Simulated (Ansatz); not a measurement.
# AsPb4: the cost of one run

Program: Ansatz 0.2.0. Level of theory: DFT PBE, scalar-relativistic, plane waves, PAW. These are calculated values, not measurements.

2 further runs of the same task are left out: 1 that didn't finish, 1 set aside as unsound or not needed.

### Step 1. The structure to begin with

It takes space group P6/mmm (No. 191, hexagonal). Conventional cell: a = 4.254 Å, b = 4.254 Å, c = 9.130 Å, α = 90.00°, β = 90.00°, γ = 120.00°. As (site symmetry 6/mmm) has 6 Pb at 2.46 Å as nearest neighbours. Pb (site symmetry -6m2) is surrounded by 3 As at 2.46 Å and 3 Pb at 2.46 Å. Pb (site symmetry 6mm) is surrounded by 1 Pb at 2.32 Å.

Structure file:

```
As Pb
1.0
     4.25390    0.00000    0.00000
    -2.12695    3.68399    0.00000
     0.00000    0.00000    9.12988
As Pb
1 4
Cartesian
  0.0000 0.0000 0.0000
  0.0000 2.4560 0.0000
  2.1270 1.2280 0.0000
  0.0000 0.0000 3.4033
  0.0000 0.0000 5.7266
```

A structure generator made this guess: random cell by space group and Wyckoff sites (P6/mmm, No. 191). Lengths come from tabulated atomic sizes and are only a guess.

### Step 2. Probe: one point on a coarse mesh

input.yaml reads:

```yaml
crystal:
  lattice:
    - [4.25390197, 0.0, 0.0]
    - [-2.12695098, 3.68398717, 0.0]
    - [0.0, 0.0, 9.12988281]
  atoms:
    - { symbol: As, position: [0.0, 0.0, 0.0] }
    - { symbol: Pb, position: [0.33333333, 0.66666667, 0.0] }
    - { symbol: Pb, position: [0.66666667, 0.33333333, 0.0] }
    - { symbol: Pb, position: [0.0, 0.0, 0.37276174] }
    - { symbol: Pb, position: [0.0, 0.0, 0.62723826] }
basis:
  ecutwfc: 420
kpoints:
  mp_grid: { grid: [6, 6, 2] }
hamiltonian:
  xc: pbe
scf:
  occupations: { method: gaussian, width: 0.1 }
  lower_state_search: "off"
output:
  forces: true
  stress: true
  eigenvalues: true
```

Run with:

```console
$ ansatz run input.yaml --threads 1 --pin off --max-ram 2560MiB --backend cpu --events-out ev --progress --plain --runs-dir out
```

Q: Estimate wall time and peak memory on 1 thread of Arm Neoverse V2, shared host.

About 5.9 s, with a peak of 0.4 GiB.
